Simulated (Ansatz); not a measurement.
**ZrH₂ (triplet): wave-function methods side by side, def2-TZVPP**

The task here is to estimate one member of a computed series from the others.

The runs use Ansatz 0.2.0, Gaussian basis; def2-TZVPP, core rule «outside noble gas», up to 4 orbitals frozen.

Plan: UHF; CCSD(T) on ROHF; CCSD(T) on UHF; CCSDT(Q) on ROHF; CCSDT(Q) on UHF.

20 further runs of the same task are left out: 6 for a known fault of the program, 6 that didn't finish, 8 set aside as unsound or not needed. Runs told in other sessions of the task aren't counted.

## The geometry

The geometry is a PBE0/def2-TZVP stationary point (not a proven minimum) of the parent state, kept for this charge and spin. No spin-orbit coupling is included. Elements past krypton take def2 core potentials.

3 atoms, charge 0, spin multiplicity 3.

Atoms are counted from 1 here; the program's logs count them from 0.

Bond lengths: Zr1–H2 1.929 Å, Zr1–H3 1.929 Å. Angles: H2–Zr1–H3 180.0°.

The first run:

in.yaml reads:

```yaml
crystal:
  periodic: [false, false, false]
  atoms:
    - {symbol: Zr, position_ang: [0.000000, 0.000000, 0.000000]}
    - {symbol: H, position_ang: [0.000000, 0.000000, -1.928800]}
    - {symbol: H, position_ang: [0.000000, 0.000000, 1.928800]}
basis:
  gaussian: {orbitals: def2-TZVPP}
magnetization: {spin_polarized: true, initial_magnetization: 2}
hamiltonian: {xc: hf}
output: {orbitals: {seedname: orbitals}}
```

Launch:

```sh
$ ansatz run in.yaml --threads 1 --pin off --events-out ev --progress --plain --max-ram 2393MiB
```

Among the steps run: UHF; CCSD(T) on ROHF; CCSD(T) on UHF; CCSDT(Q) on ROHF; CCSDT(Q) on UHF.

One table of the session follows, with a row left open; its other results are not shown here.

| method | from RCCSDT(Q) (meV) |
| --- | --- |
| ROHF | +2658.3 |
| UHF | +2537.1 |
| RMP2 | ? |
| UMP2 | +503.2 |
| RCCSD | +69.4 |
| UCCSD | -19.8 |
| RCCSD(T) | +17.8 |
| UCCSD(T) | -70.4 |
| RCCSDT | +1.2 |
| UCCSDT | -86.9 |
| RCCSDT(Q) | 0 |
| UCCSDT(Q) | -88.1 |

**Question.** Estimate the row for RMP2.

**Answer.** from RCCSDT(Q) (meV): +592.4. In the column «from RCCSDT(Q) (meV)» it lies between UMP2 (+503.2) and UHF (+2537.1).

Caveats from the session: Restricted and unrestricted rows rest on different reference determinants; a gap between their highest levels can come from leftover correlation error, from unlike frozen cores or from another state.
